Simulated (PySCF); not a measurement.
# Si: excitation energies in aug-cc-pwCVTZ

Wanted: the excitation energy of silicon, up a ladder of methods.

Program: PySCF 2.14.0. Level of theory: unrestricted determinants in a Gaussian basis, no spin-orbit coupling in the energies. These are calculated values, not measurements, unless marked.

## Step 1: The system

| Item | Value |
| --- | --- |
| Element | silicon (Z = 14) |
| Basis | aug-cc-pwCVTZ (8s7p5d3f, 75 functions) |
| Hamiltonian | the non-relativistic Hamiltonian (point nucleus) |
| State 1 | Si: [Ne] 3s1 3p2 4s1, high-spin 5P determinant (an excited configuration) |
| State 2 | Si: [Ne] 3s2 3p1 4s1, high-spin 3P determinant (an excited configuration) |
| Needed too, but not shown | Si [Ne] 3s2 3p2 (3P) |
| Methods | CCSD(T) |
| Core shells frozen in the correlated runs | all electrons: nothing (for Si) |

Outer shells as boxes (Hund's rule):

Si [Ne] 3s1 3p2 4s1
```
[Ne] core
3s [↑ ]
3p [↑ ][↑ ][  ]
4s [↑ ]
```

Si [Ne] 3s2 3p1 4s1
```
[Ne] core
3s [↑↓]
3p [↑ ][  ][  ]
4s [↑ ]
```

One driver process ran all states and methods and kept the integrals in memory. Each run is shown as a PySCF script that sums up its settings (the driver passes frozen orbitals as a list and adds second-order terms of double hybrids); the logs are those of the runs themselves. The driver starts from symmetry-adapted Hartree-Fock orbitals, holds the occupation by maximum overlap and uses a logarithmic radial grid for functionals, so a plain start would take other cycles.

The integrals over 75 functions and the set-up took 0.23 s of CPU time.

## Step 2: Si [Ne] 3s1 3p2 4s1, at CCSD(T) (all electrons)

CCSD(T) (all electrons):

input.py reads:

```python
from pyscf import gto, scf, dft, mp, cc
import basis_set_exchange as bse
mol = gto.M(atom="Si 0 0 0", charge=0, spin=4, symmetry="D2h",
            basis=gto.basis.parse(bse.get_basis("aug-cc-pwCVTZ", elements=["Si"], fmt="nwchem")))
mf = scf.UHF(mol)
mf.irrep_nelec = {'Ag': (4, 2), 'B1u': (2, 1), 'B2u': (2, 1), 'B3u': (1, 1)}
mf.kernel()
mycc = cc.CCSD(mf, frozen=0).run()
mycc.ccsd_t()
```

Output:

```text
CC2 = 0
CCSD nocc = (np.int64(9), np.int64(5)), nmo = (75, 75)
frozen orbitals [[], []]
max_cycle = 100
direct = 0
conv_tol = 1e-08
conv_tol_normt = 1e-06
diis_space = 8
diis_start_cycle = 0
Init t2, MP2 energy = -0.29471129128969
Init E_corr(UCCSD) = -0.294711291289979
cycle = 1  E_corr(UCCSD) = -0.301827956569322  dE = -0.00711666528  norm(t1,t2) = 0.0387265
cycle = 2  E_corr(UCCSD) = -0.304276663795111  dE = -0.00244870723  norm(t1,t2) = 0.016014
cycle = 3  E_corr(UCCSD) = -0.30540175614975  dE = -0.00112509235  norm(t1,t2) = 0.00800736
cycle = 4  E_corr(UCCSD) = -0.305343630402023  dE = 5.81257477e-05  norm(t1,t2) = 0.00351116
cycle = 5  E_corr(UCCSD) = -0.305359562059899  dE = -1.59316579e-05  norm(t1,t2) = 0.00231324
cycle = 6  E_corr(UCCSD) = -0.305424499530917  dE = -6.4937471e-05  norm(t1,t2) = 0.000910999
cycle = 7  E_corr(UCCSD) = -0.305408771711774  dE = 1.57278191e-05  norm(t1,t2) = 0.000329903
cycle = 8  E_corr(UCCSD) = -0.305412133111192  dE = -3.36139942e-06  norm(t1,t2) = 0.000151275
cycle = 9  E_corr(UCCSD) = -0.305412970751429  dE = -8.37640237e-07  norm(t1,t2) = 6.44798e-05
cycle = 10  E_corr(UCCSD) = -0.305411802949888  dE = 1.16780154e-06  norm(t1,t2) = 2.24312e-05
cycle = 11  E_corr(UCCSD) = -0.305411811851206  dE = -8.90131868e-09  norm(t1,t2) = 7.12327e-06
cycle = 12  E_corr(UCCSD) = -0.305411866803518  dE = -5.49523115e-08  norm(t1,t2) = 1.65226e-06
cycle = 13  E_corr(UCCSD) = -0.305411855596445  dE = 1.1207073e-08  norm(t1,t2) = 3.80996e-07
cycle = 14  E_corr(UCCSD) = -0.305411853431795  dE = 2.16464952e-09  norm(t1,t2) = 9.52129e-08
UCCSD converged
E(UCCSD) = -288.8463375742702  E_corr = -0.3054118534317954
UCCSD(T) correction = -0.0023593947760837
```

It used 29 s of CPU time after the integrals (shared host).

CCSD correlation -0.30541 hartree, triples -0.00236; total -288.848697. T1 = 0.008, largest double amplitude 0.038.

## Step 3: Si [Ne] 3s2 3p1 4s1, at CCSD(T) (all electrons)

CCSD(T) (all electrons):

input.py reads:

```python
from pyscf import gto, scf, dft, mp, cc
import basis_set_exchange as bse
mol = gto.M(atom="Si 0 0 0", charge=0, spin=2, symmetry="D2h",
            basis=gto.basis.parse(bse.get_basis("aug-cc-pwCVTZ", elements=["Si"], fmt="nwchem")))
mf = scf.UHF(mol)
mf.irrep_nelec = {'Ag': (4, 3), 'B1u': (1, 1), 'B2u': (2, 1), 'B3u': (1, 1)}
mf.kernel()
mycc = cc.CCSD(mf, frozen=0).run()
mycc.ccsd_t()
```

Output:

```text
CC2 = 0
CCSD nocc = (np.int64(8), np.int64(6)), nmo = (75, 75)
frozen orbitals [[], []]
max_cycle = 100
direct = 0
conv_tol = 1e-08
conv_tol_normt = 1e-06
diis_space = 8
diis_start_cycle = 0
Init t2, MP2 energy = -0.335810345019723
Init E_corr(UCCSD) = -0.335810345019792
cycle = 1  E_corr(UCCSD) = -0.346356324714266  dE = -0.0105459797  norm(t1,t2) = 0.0566773
cycle = 2  E_corr(UCCSD) = -0.350494833781982  dE = -0.00413850907  norm(t1,t2) = 0.0233385
cycle = 3  E_corr(UCCSD) = -0.352741475035035  dE = -0.00224664125  norm(t1,t2) = 0.0118905
cycle = 4  E_corr(UCCSD) = -0.35278014490372  dE = -3.86698687e-05  norm(t1,t2) = 0.0044093
cycle = 5  E_corr(UCCSD) = -0.352794013162328  dE = -1.38682586e-05  norm(t1,t2) = 0.0025645
cycle = 6  E_corr(UCCSD) = -0.352843954330659  dE = -4.99411683e-05  norm(t1,t2) = 0.00120696
cycle = 7  E_corr(UCCSD) = -0.352826731269431  dE = 1.72230612e-05  norm(t1,t2) = 0.000374364
cycle = 8  E_corr(UCCSD) = -0.352826496267799  dE = 2.35001633e-07  norm(t1,t2) = 0.000175352
cycle = 9  E_corr(UCCSD) = -0.352830334054873  dE = -3.83778707e-06  norm(t1,t2) = 0.000107962
cycle = 10  E_corr(UCCSD) = -0.352829131141925  dE = 1.20291295e-06  norm(t1,t2) = 5.13442e-05
cycle = 11  E_corr(UCCSD) = -0.352829696401758  dE = -5.65259833e-07  norm(t1,t2) = 2.21912e-05
cycle = 12  E_corr(UCCSD) = -0.352829748528026  dE = -5.21262679e-08  norm(t1,t2) = 6.52369e-06
cycle = 13  E_corr(UCCSD) = -0.352829695340647  dE = 5.31873786e-08  norm(t1,t2) = 1.9066e-06
cycle = 14  E_corr(UCCSD) = -0.352829645778026  dE = 4.95626215e-08  norm(t1,t2) = 5.11009e-07
cycle = 15  E_corr(UCCSD) = -0.352829643790069  dE = 1.98795669e-09  norm(t1,t2) = 2.33318e-07
UCCSD converged
E(UCCSD) = -289.030770652355  E_corr = -0.3528296437900689
UCCSD(T) correction = -0.00521340216101254
```

It used 41 s of CPU time after the integrals (shared host).

CCSD correlation -0.35283 hartree, triples -0.00521; total -289.035984. T1 = 0.012, largest double amplitude 0.089.

## Step 4: The energy differences

Excitation energy: Si [Ne] 3s2 3p2 (3P) → Si [Ne] 3s1 3p2 4s1 (5P).

| method | value (eV) | less CCSD(T) (all electrons) (eV) |
| --- | --- | --- |
| UHF | 8.594 | -1.562 |
| MP2 (all electrons) | 9.888 | -0.269 |
| SCS-MP2 (all electrons) | 10.213 | +0.057 |
| CCSD (all electrons) | 10.072 | -0.084 |
| CCSD(T) (all electrons) | 10.157 | +0.000 |

Excitation energy: Si [Ne] 3s2 3p2 (3P) → Si [Ne] 3s2 3p1 4s1 (3P).

| method | value (eV) | less CCSD(T) (all electrons) (eV) |
| --- | --- | --- |
| UHF | 4.866 | -0.194 |
| MP2 (all electrons) | 5.041 | -0.019 |
| SCS-MP2 (all electrons) | 5.009 | -0.051 |
| CCSD (all electrons) | 5.054 | -0.007 |
| CCSD(T) (all electrons) | 5.060 | +0.000 |

The differences also use runs on Si [Ne] 3s2 3p2 (3P), which are not shown here. The runs at UHF, MP2 (all electrons) are not shown; their differences are listed all the same.

## Step 5: What came out

```
                                quantity                                         value
excitation energy, Si → [Ne] 3s1 3p2 4s1  UHF 8.594, CCSD(T) (all electrons) 10.157 eV
excitation energy, Si → [Ne] 3s2 3p1 4s1   UHF 4.866, CCSD(T) (all electrons) 5.060 eV
```

Accuracy by level (over 2 differences):

| method | mean absolute miss against CCSD(T) (all electrons) (eV) |
| --- | --- |
| UHF | 0.878 |
| MP2 (all electrons) | 0.144 |
| SCS-MP2 (all electrons) | 0.054 |
| CCSD (all electrons) | 0.046 |
| CCSD(T) (all electrons) | 0.000 |

In words: For the first difference the methods span 1.619 eV, from UHF (8.594) to SCS-MP2 (all electrons) (10.213). No reference value is at hand in this session. The basis is finite, and no extrapolation was made.
